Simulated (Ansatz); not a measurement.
# C2H9InO: a ladder of functionals and wavefunction methods

The task here is to estimate one member of a computed series from the others.

Program: Ansatz 0.2.0, Gaussian basis. Level of theory: functionals in def2-TZVPP, the program's frozen cores in correlated methods. These are calculated values, not measurements.

Plan: LDA (SPW92), PBE-D4, revPBE-D4, BLYP-D4, r2SCAN-D4, B97M-V, PBE0-D4, B3LYP-D4, r2SCANh-D4, r2SCAN0-D4, HSE06-D4, BHLYP-D4, CAM-B3LYP-D4, LC-ωPBE, ωB97X-V, ωB97M-V, B2PLYP, PBE-QIDH; CCSD(T)/def2-SVP; CCSD(T)/def2-TZVPP; MP2/def2-QZVPP; extrapolation to the limit; RPA on PBE.

### The relaxed structure

An earlier PBE0-D4 in a triple-zeta def2 set relaxation fixed the geometry. In takes the def2 core potential; no spin-orbit term is included.

13 atoms, charge 0, spin multiplicity 1.

Atoms are counted from 1 here; the program's logs count them from 0.

Bond lengths: C1–In2 2.171 Å, C1–H5 1.093 Å, C1–H6 1.093 Å, C1–H7 1.093 Å, In2–C3 2.171 Å, In2–O4 2.469 Å, In2–H8 1.734 Å, C3–H9 1.093 Å, C3–H10 1.093 Å, C3–H11 1.093 Å, O4–H12 0.962 Å, O4–H13 0.962 Å. Angles: In2–C1–H5 110.2°, In2–C1–H6 111.5°, In2–C1–H7 111.3°, H5–C1–H6 107.5°, H5–C1–H7 107.2°, H6–C1–H7 108.9°, C1–In2–C3 118.5°, C1–In2–O4 91.5°, C1–In2–H8 120.0°, C3–In2–O4 91.4°, C3–In2–H8 120.0°, O4–In2–H8 99.1°, In2–C3–H9 110.2°, In2–C3–H10 111.5°, In2–C3–H11 111.3°, H9–C3–H10 107.5°, H9–C3–H11 107.2°, H10–C3–H11 109.0° and more.

Set-up of the first run:

Input file in.yaml:

```yaml
crystal:
  periodic: [false, false, false]
  atoms:
    - {symbol: C, position_ang: [-1.120780, 1.581063, -0.489970]}
    - {symbol: In, position_ang: [-0.297864, -0.411449, -0.749017]}
    - {symbol: C, position_ang: [1.828001, -0.705436, -0.419212]}
    - {symbol: O, position_ang: [-0.805032, -0.994411, 1.595948]}
    - {symbol: H, position_ang: [-1.077813, 2.133298, -1.432075]}
    - {symbol: H, position_ang: [-0.558434, 2.153117, 0.251950]}
    - {symbol: H, position_ang: [-2.169723, 1.540949, -0.186410]}
    - {symbol: H, position_ang: [-1.229971, -1.638592, -1.544103]}
    - {symbol: H, position_ang: [2.380845, -0.541156, -1.347677]}
    - {symbol: H, position_ang: [2.218117, -0.005117, 0.323450]}
    - {symbol: H, position_ang: [2.041817, -1.725839, -0.091682]}
    - {symbol: H, position_ang: [0.012913, -1.183716, 2.065753]}
    - {symbol: H, position_ang: [-1.201776, -0.237611, 2.038047]}
basis:
  gaussian: {orbitals: def2-TZVPP}
hamiltonian: {xc: lda}
output: {orbitals: {seedname: orbitals}}
```

Run with:

```console
$ ansatz run in.yaml --threads 4 --pin off --events-out ev --progress --plain --max-ram 10444MiB
```

Steps of the session up to this table: LDA; PBE-D4 (GGA); revPBE-D4 (GGA); BLYP-D4 (GGA); r2SCAN-D4 (meta-GGA); B97M-V (meta-GGA); PBE0-D4 (hybrid); B3LYP-D4 (hybrid); r2SCANh-D4 (hybrid); r2SCAN0-D4 (hybrid); HSE06-D4 (hybrid); BHLYP-D4 (hybrid); CAM-B3LYP-D4 (range-separated); LC-ωPBE (range-separated); ωB97X-V (range-separated); ωB97M-V (range-separated); B2PLYP (double hybrid); PBE-QIDH (double hybrid).

One table of the session follows, with a row left open; its other results are not shown here.

It belongs to the step «Orbital energies across the functionals». 

| functional | HOMO (eV) | gap (eV) |
| --- | --- | --- |
| LDA (SPW92) | -5.84 | 4.40 |
| PBE-D4 | -5.66 | 4.37 |
| revPBE-D4 | -5.59 | 4.39 |
| BLYP-D4 | -5.51 | 4.19 |
| r2SCAN-D4 | -5.87 | 5.17 |
| B97M-V | -5.92 | 4.80 |
| PBE0-D4 | -6.81 | 6.34 |
| B3LYP-D4 | -6.59 | 5.77 |
| r2SCANh-D4 | -6.31 | 5.85 |
| r2SCAN0-D4 | -6.96 | 6.86 |
| HSE06-D4 | -6.41 | 5.59 |
| BHLYP-D4 | -7.85 | 7.97 |
| CAM-B3LYP-D4 | -8.13 | 8.38 |
| LC-ωPBE | -9.49 | 10.93 |
| ωB97X-V | -9.12 | 10.39 |
| ωB97M-V | ? | ? |

Estimate the missing values for ωB97M-V.

**Answer.** HOMO (eV): -9.01; gap (eV): 9.83. In the column «HOMO (eV)» it lies between ωB97X-V (-9.12) and CAM-B3LYP-D4 (-8.13).
